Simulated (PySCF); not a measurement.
**Re⁺: excitation energy in aug-cc-pwCVTZ-PP with ECP60**

Aim: the excitation energy of rhenium from differences of total energies, at each level of theory, and how far each lands from the tabulated value where there is one.

Program: PySCF 2.14.0. Level of theory: unrestricted determinants in a Gaussian basis, no spin-orbit coupling in the energies. These are calculated values, not measurements, unless marked.

## (1) The system

| Property | Result |
| --- | --- |
| Element | rhenium (Z = 75) |
| Basis | aug-cc-pwCVTZ-PP with ECP60MDF (8s8p7d4f3g, 122 functions) |
| Hamiltonian | scalar relativity through the core potential |
| State 1 | Re⁺: [Xe] 4f14 5d6, high-spin 5D determinant (an excited configuration) |
| Needed too, but not shown | Re⁺ [Xe] 4f14 5d5 6s1 (7S) |
| Methods | UHF, LDA, PBE, PBE0, r2SCAN, BLYP, B2PLYP, r2SCAN0, MP2 |
| Core shells frozen in the correlated runs | valence: 5s2 5p6; valence and next inner shell: nothing (for Re⁺) |

Outer shells as boxes (Hund's rule):

Re+ [Xe] 4f14 5d6
```
[Xe] core
4f [↑↓][↑↓][↑↓][↑↓][↑↓][↑↓][↑↓]
5d [↑↓][↑ ][↑ ][↑ ][↑ ]
```

The runs were made by one driver on top of PySCF. The scripts below sum up each run's settings (the driver also hands on starting orbitals that pick excited configurations, and frozen orbitals as a list rather than a count), and the logs come from the driver's own runs. The driver starts from symmetry-adapted Hartree-Fock orbitals, holds the occupation by maximum overlap and uses a logarithmic radial grid for functionals, so a plain start would take other cycles.

The integrals over 122 functions and the set-up took 1.8 s of CPU time.

## (2) Re⁺ [Xe] 4f14 5d6: the ladder of methods

UHF:

input.py

```python
from pyscf import gto, scf, dft, mp, cc
import basis_set_exchange as bse
txt = bse.get_basis("aug-cc-pwCVTZ-PP", elements=["Re"], fmt="nwchem", header=False)
cut = txt.index("\nECP")
mol = gto.M(atom="Re 0 0 0", charge=1, spin=4, symmetry="D2h",
            basis=gto.basis.parse(txt[:cut]),
            ecp={"Re": gto.basis.parse_ecp(txt[cut:])})
mf = scf.UHF(mol)
mf.irrep_nelec = {'Ag': (3, 1), 'B1g': (1, 1), 'B2g': (1, 0), 'B3g': (1, 0), 'B1u': (1, 1), 'B2u': (1, 1), 'B3u': (1, 1)}
mf.kernel()
```

Output:

```text
damping factor = 0
level_shift factor = 0
DIIS = <class 'pyscf.scf.diis.CDIIS'>
diis_start_cycle = 1
diis_space = 10
diis_damp = 0
SCF conv_tol = 1e-09
SCF conv_tol_grad = None
number electrons alpha = 9  beta = 5
cycle= 1 E= -77.4918851690804  delta_E= -0.00485  |g|= 0.0256  |ddm|= 0.0539
cycle= 2 E= -77.4928034650971  delta_E= -0.000918  |g|= 0.0138  |ddm|= 0.0375
cycle= 3 E= -77.493664442182  delta_E= -0.000861  |g|= 0.0108  |ddm|= 0.0479
cycle= 4 E= -77.4948761164353  delta_E= -0.00121  |g|= 0.00718  |ddm|= 0.09
cycle= 5 E= -77.4957487419716  delta_E= -0.000873  |g|= 0.00479  |ddm|= 0.126
cycle= 6 E= -77.4957752066037  delta_E= -2.65e-05  |g|= 0.00299  |ddm|= 0.00689
cycle= 7 E= -77.4958513932818  delta_E= -7.62e-05  |g|= 0.000823  |ddm|= 0.0466
cycle= 8 E= -77.4958524527617  delta_E= -1.06e-06  |g|= 0.000172  |ddm|= 0.00417
cycle= 9 E= -77.4958524908397  delta_E= -3.81e-08  |g|= 2.44e-05  |ddm|= 0.000715
cycle= 10 E= -77.4958524917381  delta_E= -8.98e-10  |g|= 1.01e-05  |ddm|= 0.00012
converged SCF energy = -77.4958524917381  <S^2> = 6.007503  2S+1 = 5.0030003
```

CPU time 5.4 s on a shared host, the integrals not counted.

The occupied shells:

```tsv
shell	electrons	mean orbital energy (eV)	spread (eV)	rms radius (bohr)
5s α	1	-107.17	0	1.13
5s β	1	-102.77	0	1.13
5p α	3	-65.760	0.956	1.31
5p β	3	-59.185	0.891	1.31
5d α	5	-17.064	1.489	2.07
5d β	1	-13.855	0	2.07
```

⟨S²⟩ = 6.008, ⟨L²⟩ = 6.66.

Energies and moments cover only the electrons outside the core potential. Spin-orbit coupling, absent here, splits the open shell strongly.

LDA:

input.py, as changed from the run before:

```diff
@@ -7,3 +7,3 @@
             ecp={"Re": gto.basis.parse_ecp(txt[cut:])})
-mf = scf.UHF(mol)
+mf = dft.UKS(mol, xc="LDA,VWN")
 mf.irrep_nelec = {'Ag': (3, 1), 'B1g': (1, 1), 'B2g': (1, 0), 'B3g': (1, 0), 'B1u': (1, 1), 'B2u': (1, 1), 'B3u': (1, 1)}
```

Output:

```text
damping factor = 0
level_shift factor = 0
DIIS = <class 'pyscf.scf.diis.CDIIS'>
diis_start_cycle = 1
diis_space = 10
diis_damp = 0
SCF conv_tol = 1e-09
SCF conv_tol_grad = None
number electrons alpha = 9  beta = 5
XC functionals = LDA,VWN
    P. A. M. Dirac.,  Math. Proc. Cambridge Philos. Soc. 26, 376 (1930)
    F. Bloch.,  Z. Phys. 57, 545 (1929)
    S. H. Vosko, L. Wilk, and M. Nusair.,  Can. J. Phys. 58, 1200 (1980)
cycle= 1 E= -77.8930004813758  delta_E= 0.021  |g|= 0.154  |ddm|= 0.847
cycle= 2 E= -77.9084801123268  delta_E= -0.0155  |g|= 0.239  |ddm|= 1.07
cycle= 3 E= -77.9308229451246  delta_E= -0.0223  |g|= 0.064  |ddm|= 0.246
cycle= 4 E= -77.9317385273696  delta_E= -0.000916  |g|= 0.039  |ddm|= 0.0292
cycle= 5 E= -77.9323720813146  delta_E= -0.000634  |g|= 0.00728  |ddm|= 0.0992
cycle= 6 E= -77.9323963361265  delta_E= -2.43e-05  |g|= 0.00325  |ddm|= 0.029
cycle= 7 E= -77.9324029881555  delta_E= -6.65e-06  |g|= 0.000386  |ddm|= 0.0111
cycle= 8 E= -77.9324030741559  delta_E= -8.6e-08  |g|= 8.72e-06  |ddm|= 0.00107
cycle= 9 E= -77.9324030595316  delta_E= 1.46e-08  |g|= 0.000126  |ddm|= 0.000996
cycle= 10 E= -77.9324030741987  delta_E= -1.47e-08  |g|= 1e-06  |ddm|= 0.000954
cycle= 11 E= -77.9324030741995  delta_E= -7.67e-13  |g|= 2.03e-08  |ddm|= 2.86e-06
converged SCF energy = -77.9324030741995  <S^2> = 6.0014506  2S+1 = 5.0005802
```

It used 3.3 s of CPU time after the integrals (shared host).

⟨L²⟩ = 7.76 against 6 for a pure D term, so this real determinant mixes terms. Energies and moments cover only the electrons outside the core potential. Spin-orbit coupling, absent here, splits the open shell strongly. The s, p, d and f populations moved away from the nominal configuration during the SCF.

PBE:

input.py, as changed from the run before:

```diff
@@ -7,3 +7,3 @@
             ecp={"Re": gto.basis.parse_ecp(txt[cut:])})
-mf = dft.UKS(mol, xc="LDA,VWN")
+mf = dft.UKS(mol, xc="PBE")
 mf.irrep_nelec = {'Ag': (3, 1), 'B1g': (1, 1), 'B2g': (1, 0), 'B3g': (1, 0), 'B1u': (1, 1), 'B2u': (1, 1), 'B3u': (1, 1)}
```

Output:

```text
damping factor = 0
level_shift factor = 0
DIIS = <class 'pyscf.scf.diis.CDIIS'>
diis_start_cycle = 1
diis_space = 10
diis_damp = 0
SCF conv_tol = 1e-09
SCF conv_tol_grad = None
number electrons alpha = 9  beta = 5
XC functionals = PBE
    J. P. Perdew, K. Burke, and M. Ernzerhof.,  Phys. Rev. Lett. 77, 3865 (1996)
    J. P. Perdew, K. Burke, and M. Ernzerhof.,  Phys. Rev. Lett. 78, 1396 (1997)
    J. P. Perdew, K. Burke, and M. Ernzerhof.,  Phys. Rev. Lett. 77, 3865 (1996)
    J. P. Perdew, K. Burke, and M. Ernzerhof.,  Phys. Rev. Lett. 78, 1396 (1997)
cycle= 1 E= -78.1322227996899  delta_E= -0.0133  |g|= 0.0829  |ddm|= 0.69
cycle= 2 E= -78.1294709265449  delta_E= 0.00275  |g|= 0.114  |ddm|= 0.329
cycle= 3 E= -78.1357625191474  delta_E= -0.00629  |g|= 0.00542  |ddm|= 0.212
cycle= 4 E= -78.135768160606  delta_E= -5.64e-06  |g|= 0.0019  |ddm|= 0.00601
cycle= 5 E= -78.1357697097851  delta_E= -1.55e-06  |g|= 0.00027  |ddm|= 0.0017
cycle= 6 E= -78.1357697448853  delta_E= -3.51e-08  |g|= 4.29e-05  |ddm|= 0.00055
cycle= 7 E= -78.1357697459326  delta_E= -1.05e-09  |g|= 1.89e-06  |ddm|= 0.000103
cycle= 8 E= -78.1357697459346  delta_E= -1.96e-12  |g|= 3.21e-08  |ddm|= 3.97e-06
converged SCF energy = -78.1357697459346  <S^2> = 6.002062  2S+1 = 5.0008247
```

CPU time 3.2 s on a shared host, the integrals not counted.

⟨L²⟩ = 7.56 against 6 for a pure D term, so this real determinant mixes terms. Energies and moments cover only the electrons outside the core potential. Spin-orbit coupling, absent here, splits the open shell strongly. The s, p, d and f populations moved away from the nominal configuration during the SCF.

PBE0:

input.py, as changed from the run before:

```diff
@@ -7,3 +7,3 @@
             ecp={"Re": gto.basis.parse_ecp(txt[cut:])})
-mf = dft.UKS(mol, xc="PBE")
+mf = dft.UKS(mol, xc="PBE0")
 mf.irrep_nelec = {'Ag': (3, 1), 'B1g': (1, 1), 'B2g': (1, 0), 'B3g': (1, 0), 'B1u': (1, 1), 'B2u': (1, 1), 'B3u': (1, 1)}
```

Output:

```text
damping factor = 0
level_shift factor = 0
DIIS = <class 'pyscf.scf.diis.CDIIS'>
diis_start_cycle = 1
diis_space = 10
diis_damp = 0
SCF conv_tol = 1e-09
SCF conv_tol_grad = None
number electrons alpha = 9  beta = 5
XC functionals = PBE0
    C. Adamo and V. Barone.,  J. Chem. Phys. 110, 6158 (1999)
    M. Ernzerhof and G. E. Scuseria.,  J. Chem. Phys. 110, 5029 (1999)
cycle= 1 E= -78.1000933794924  delta_E= -0.00819  |g|= 0.0257  |ddm|= 0.172
cycle= 2 E= -78.1016299244041  delta_E= -0.00154  |g|= 0.0101  |ddm|= 0.093
cycle= 3 E= -78.1024525813085  delta_E= -0.000823  |g|= 0.00952  |ddm|= 0.0747
cycle= 4 E= -78.102903256129  delta_E= -0.000451  |g|= 0.00579  |ddm|= 0.051
cycle= 5 E= -78.1034930487488  delta_E= -0.00059  |g|= 0.00396  |ddm|= 0.136
cycle= 6 E= -78.1035067545959  delta_E= -1.37e-05  |g|= 0.00127  |ddm|= 0.00997
cycle= 7 E= -78.1035123230772  delta_E= -5.57e-06  |g|= 0.000302  |ddm|= 0.0148
cycle= 8 E= -78.1035123567758  delta_E= -3.37e-08  |g|= 6.33e-06  |ddm|= 0.000287
cycle= 9 E= -78.1035123570247  delta_E= -2.49e-10  |g|= 3.42e-06  |ddm|= 9.7e-05
converged SCF energy = -78.1035123570247  <S^2> = 6.002823  2S+1 = 5.0011291
```

It used 6.1 s of CPU time after the integrals (shared host).

r2SCAN:

input.py, as changed from the run before:

```diff
@@ -7,3 +7,3 @@
             ecp={"Re": gto.basis.parse_ecp(txt[cut:])})
-mf = dft.UKS(mol, xc="PBE0")
+mf = dft.UKS(mol, xc="R2SCAN")
 mf.irrep_nelec = {'Ag': (3, 1), 'B1g': (1, 1), 'B2g': (1, 0), 'B3g': (1, 0), 'B1u': (1, 1), 'B2u': (1, 1), 'B3u': (1, 1)}
```

Output:

```text
damping factor = 0
level_shift factor = 0
DIIS = <class 'pyscf.scf.diis.CDIIS'>
diis_start_cycle = 1
diis_space = 10
diis_damp = 0
SCF conv_tol = 1e-09
SCF conv_tol_grad = None
number electrons alpha = 9  beta = 5
XC functionals = R2SCAN
    J. W. Furness, A. D. Kaplan, J. Ning, J. P. Perdew, and J. Sun.,  J. Phys. Chem. Lett. 11, 8208-8215 (2020)
    J. W. Furness, A. D. Kaplan, J. Ning, J. P. Perdew, and J. Sun.,  J. Phys. Chem. Lett. 11, 9248-9248 (2020)
    J. W. Furness, A. D. Kaplan, J. Ning, J. P. Perdew, and J. Sun.,  J. Phys. Chem. Lett. 11, 8208-8215 (2020)
    J. W. Furness, A. D. Kaplan, J. Ning, J. P. Perdew, and J. Sun.,  J. Phys. Chem. Lett. 11, 9248-9248 (2020)
cycle= 1 E= -78.1409297055191  delta_E= -0.0137  |g|= 0.0457  |ddm|= 0.452
cycle= 2 E= -78.1426917787593  delta_E= -0.00176  |g|= 0.0162  |ddm|= 0.127
cycle= 3 E= -78.142911294523  delta_E= -0.00022  |g|= 0.0137  |ddm|= 0.0658
cycle= 4 E= -78.1429928782931  delta_E= -8.16e-05  |g|= 0.0024  |ddm|= 0.0136
cycle= 5 E= -78.1430044937855  delta_E= -1.16e-05  |g|= 0.000521  |ddm|= 0.0177
cycle= 6 E= -78.1430046198752  delta_E= -1.26e-07  |g|= 4.83e-05  |ddm|= 0.000616
cycle= 7 E= -78.143004624364  delta_E= -4.49e-09  |g|= 9.14e-06  |ddm|= 0.000342
cycle= 8 E= -78.1430046244342  delta_E= -7.01e-11  |g|= 1.34e-06  |ddm|= 2.53e-05
converged SCF energy = -78.1430046244342  <S^2> = 6.0045013  2S+1 = 5.0018002
```

It used 9.1 s of CPU time after the integrals (shared host).

⟨L²⟩ = 7.72 against 6 for a pure D term, so this real determinant mixes terms. Energies and moments cover only the electrons outside the core potential. Spin-orbit coupling, absent here, splits the open shell strongly. The s, p, d and f populations moved away from the nominal configuration during the SCF.

BLYP:

input.py, as changed from the run before:

```diff
@@ -7,3 +7,3 @@
             ecp={"Re": gto.basis.parse_ecp(txt[cut:])})
-mf = dft.UKS(mol, xc="R2SCAN")
+mf = dft.UKS(mol, xc="BLYP")
 mf.irrep_nelec = {'Ag': (3, 1), 'B1g': (1, 1), 'B2g': (1, 0), 'B3g': (1, 0), 'B1u': (1, 1), 'B2u': (1, 1), 'B3u': (1, 1)}
```

Output:

```text
damping factor = 0
level_shift factor = 0
DIIS = <class 'pyscf.scf.diis.CDIIS'>
diis_start_cycle = 1
diis_space = 10
diis_damp = 0
SCF conv_tol = 1e-09
SCF conv_tol_grad = None
number electrons alpha = 9  beta = 5
XC functionals = BLYP
    A. D. Becke.,  Phys. Rev. A 38, 3098 (1988)
    C. Lee, W. Yang, and R. G. Parr.,  Phys. Rev. B 37, 785 (1988)
    B. Miehlich, A. Savin, H. Stoll, and H. Preuss.,  Chem. Phys. Lett. 157, 200 (1989)
cycle= 1 E= -78.0844366631075  delta_E= -0.0133  |g|= 0.0982  |ddm|= 0.769
cycle= 2 E= -78.0782569905656  delta_E= 0.00618  |g|= 0.154  |ddm|= 0.459
cycle= 3 E= -78.0897914653451  delta_E= -0.0115  |g|= 0.00521  |ddm|= 0.289
cycle= 4 E= -78.0898062665814  delta_E= -1.48e-05  |g|= 0.0041  |ddm|= 0.0292
cycle= 5 E= -78.0898148229333  delta_E= -8.56e-06  |g|= 0.000587  |ddm|= 0.00941
cycle= 6 E= -78.0898150161755  delta_E= -1.93e-07  |g|= 8.72e-05  |ddm|= 0.00186
cycle= 7 E= -78.0898150202584  delta_E= -4.08e-09  |g|= 2.1e-06  |ddm|= 0.000188
cycle= 8 E= -78.0898150202607  delta_E= -2.3e-12  |g|= 6.5e-08  |ddm|= 3.2e-06
converged SCF energy = -78.0898150202607  <S^2> = 6.0023461  2S+1 = 5.0009384
```

CPU time 3.2 s on a shared host, the integrals not counted.

⟨L²⟩ = 7.77 against 6 for a pure D term, so this real determinant mixes terms. Energies and moments cover only the electrons outside the core potential. Spin-orbit coupling, absent here, splits the open shell strongly. The s, p, d and f populations moved away from the nominal configuration during the SCF.

B2PLYP:

input.py, as changed from the run before:

```diff
@@ -7,3 +7,3 @@
             ecp={"Re": gto.basis.parse_ecp(txt[cut:])})
-mf = dft.UKS(mol, xc="BLYP")
+mf = dft.UKS(mol, xc="0.53*HF + 0.47*B88, 0.73*LYP")
 mf.irrep_nelec = {'Ag': (3, 1), 'B1g': (1, 1), 'B2g': (1, 0), 'B3g': (1, 0), 'B1u': (1, 1), 'B2u': (1, 1), 'B3u': (1, 1)}
```

Output:

```text
damping factor = 0
level_shift factor = 0
DIIS = <class 'pyscf.scf.diis.CDIIS'>
diis_start_cycle = 1
diis_space = 10
diis_damp = 0
SCF conv_tol = 1e-09
SCF conv_tol_grad = None
number electrons alpha = 9  beta = 5
XC functionals = 0.53*HF + 0.47*B88, 0.73*LYP
    A. D. Becke.,  Phys. Rev. A 38, 3098 (1988)
    C. Lee, W. Yang, and R. G. Parr.,  Phys. Rev. B 37, 785 (1988)
    B. Miehlich, A. Savin, H. Stoll, and H. Preuss.,  Chem. Phys. Lett. 157, 200 (1989)
cycle= 1 E= -77.8771571413918  delta_E= -0.00565  |g|= 0.0214  |ddm|= 0.105
cycle= 2 E= -77.8782151856401  delta_E= -0.00106  |g|= 0.0106  |ddm|= 0.058
cycle= 3 E= -77.8790634273641  delta_E= -0.000848  |g|= 0.00876  |ddm|= 0.0615
cycle= 4 E= -77.8798527285051  delta_E= -0.000789  |g|= 0.00622  |ddm|= 0.0727
cycle= 5 E= -77.8807373989117  delta_E= -0.000885  |g|= 0.00521  |ddm|= 0.156
cycle= 6 E= -77.8807674779198  delta_E= -3.01e-05  |g|= 0.00346  |ddm|= 0.0128
cycle= 7 E= -77.8808033648556  delta_E= -3.59e-05  |g|= 0.000472  |ddm|= 0.0341
cycle= 8 E= -77.8808038118033  delta_E= -4.47e-07  |g|= 0.000301  |ddm|= 0.0044
cycle= 9 E= -77.8808038486257  delta_E= -3.68e-08  |g|= 1.74e-05  |ddm|= 0.000264
cycle= 10 E= -77.8808038490109  delta_E= -3.85e-10  |g|= 6.04e-06  |ddm|= 0.000108
converged SCF energy = -77.8808038490109  <S^2> = 6.0043252  2S+1 = 5.0017298
```

CPU time 8.1 s on a shared host, the integrals not counted.

Script and log cover the SCF part. The PT2 part, added by the driver, -0.12765 hartree before scaling by 0.27, brings the total to -77.915269 hartree.

r2SCAN0:

input.py, as changed from the run before:

```diff
@@ -7,3 +7,3 @@
             ecp={"Re": gto.basis.parse_ecp(txt[cut:])})
-mf = dft.UKS(mol, xc="0.53*HF + 0.47*B88, 0.73*LYP")
+mf = dft.UKS(mol, xc="HYB_MGGA_XC_R2SCAN0")
 mf.irrep_nelec = {'Ag': (3, 1), 'B1g': (1, 1), 'B2g': (1, 0), 'B3g': (1, 0), 'B1u': (1, 1), 'B2u': (1, 1), 'B3u': (1, 1)}
```

Output:

```text
damping factor = 0
level_shift factor = 0
DIIS = <class 'pyscf.scf.diis.CDIIS'>
diis_start_cycle = 1
diis_space = 10
diis_damp = 0
SCF conv_tol = 1e-09
SCF conv_tol_grad = None
number electrons alpha = 9  beta = 5
XC functionals = HYB_MGGA_XC_R2SCAN0
    M. Bursch, H. Neugebauer, S. Ehlert, and S. Grimme.,  J. Chem. Phys. 156, 134105 (2022)
cycle= 1 E= -78.095320416641  delta_E= -0.0072  |g|= 0.0251  |ddm|= 0.153
cycle= 2 E= -78.0973022419352  delta_E= -0.00198  |g|= 0.0133  |ddm|= 0.102
cycle= 3 E= -78.0985910788969  delta_E= -0.00129  |g|= 0.00972  |ddm|= 0.0886
cycle= 4 E= -78.0999842983181  delta_E= -0.00139  |g|= 0.00844  |ddm|= 0.159
cycle= 5 E= -78.1002110296531  delta_E= -0.000227  |g|= 0.0045  |ddm|= 0.0662
cycle= 6 E= -78.1002187358043  delta_E= -7.71e-06  |g|= 0.00156  |ddm|= 0.00555
cycle= 7 E= -78.1002391410645  delta_E= -2.04e-05  |g|= 0.00072  |ddm|= 0.029
cycle= 8 E= -78.1002393920648  delta_E= -2.51e-07  |g|= 3.2e-05  |ddm|= 0.00196
cycle= 9 E= -78.1002393951368  delta_E= -3.07e-09  |g|= 4.41e-06  |ddm|= 0.000285
cycle= 10 E= -78.100239395213  delta_E= -7.62e-11  |g|= 1.83e-06  |ddm|= 6.05e-05
converged SCF energy = -78.100239395213  <S^2> = 6.0048279  2S+1 = 5.0019308
```

CPU time 14 s on a shared host, the integrals not counted.

MP2 (valence):

input.py, as changed from the run before:

```diff
@@ -7,4 +7,5 @@
             ecp={"Re": gto.basis.parse_ecp(txt[cut:])})
-mf = dft.UKS(mol, xc="HYB_MGGA_XC_R2SCAN0")
+mf = scf.UHF(mol)
 mf.irrep_nelec = {'Ag': (3, 1), 'B1g': (1, 1), 'B2g': (1, 0), 'B3g': (1, 0), 'B1u': (1, 1), 'B2u': (1, 1), 'B3u': (1, 1)}
 mf.kernel()
+mp.UMP2(mf, frozen=4).kernel()
```

This step left no log, only its results.

CPU time 1.4 s on a shared host, the integrals not counted.

With 6 electrons correlated, the MP2 correlation energy is -0.10705 hartree (-0.05702 same spin, -0.05003 opposite spin); the SCS form gives -0.07904. Largest pairs of shells: 5d-5d -0.1070.

## (3) Re⁺ [Xe] 4f14 5d6, continued

MP2 (valence and next inner shell):

Edit input.py of step 2 so:

```diff
@@ -10,2 +10,2 @@
 mf.kernel()
-mp.UMP2(mf, frozen=4).kernel()
+mp.UMP2(mf, frozen=0).kernel()
```

The driver printed no log here.

It used 2.1 s of CPU time after the integrals (shared host).

With 14 electrons correlated, the MP2 correlation energy is -0.42069 hartree (-0.13395 same spin, -0.28673 opposite spin); the SCS form gives -0.38873. Largest pairs of shells: 5p-5d -0.1598, 5d-5d -0.1070, 5p-5p -0.0860, 5s-5p -0.0390, 5s-5d -0.0224.

Radial density 4πr²ρ of Re⁺ at UHF, the electrons outside the core potential:

```tsv
r (bohr)	density	spin density
0.138	1.08e-05	0.000
0.232	0.000531	0.000
0.391	0.0649	0.003
0.657	3.67	0.168
1.11	12.0	1.963
1.86	4.72	2.124
3.13	0.737	0.445
5.26	0.0295	0.013
8.85	8.18e-05	0.000
```

## (4) The energy differences

Excitation energy: Re⁺ [Xe] 4f14 5d5 6s1 (7S) → Re⁺ [Xe] 4f14 5d6 (5D).

```tsv
method	value (eV)
UHF	3.398
PBE0	2.561
B2PLYP	2.248
r2SCAN0	2.939
MP2 (valence)	2.638
SCS-MP2 (valence)	1.964
MP2 (valence and next inner shell)	2.868
SCS-MP2 (valence and next inner shell)	2.391
```

The differences also use runs on Re⁺ [Xe] 4f14 5d5 6s1 (7S), which are not shown here.

## (5) Summary of results

| quantity | value |
| --- | --- |
| excitation energy, Re⁺ → [Xe] 4f14 5d6 | UHF 3.398, MP2 (valence and next inner shell) 2.868 eV |

The methods span 1.433 eV, from SCS-MP2 (valence) (1.964) to UHF (3.398). No reference value is at hand in this session. All values hold for this basis alone; no basis-set limit was taken.
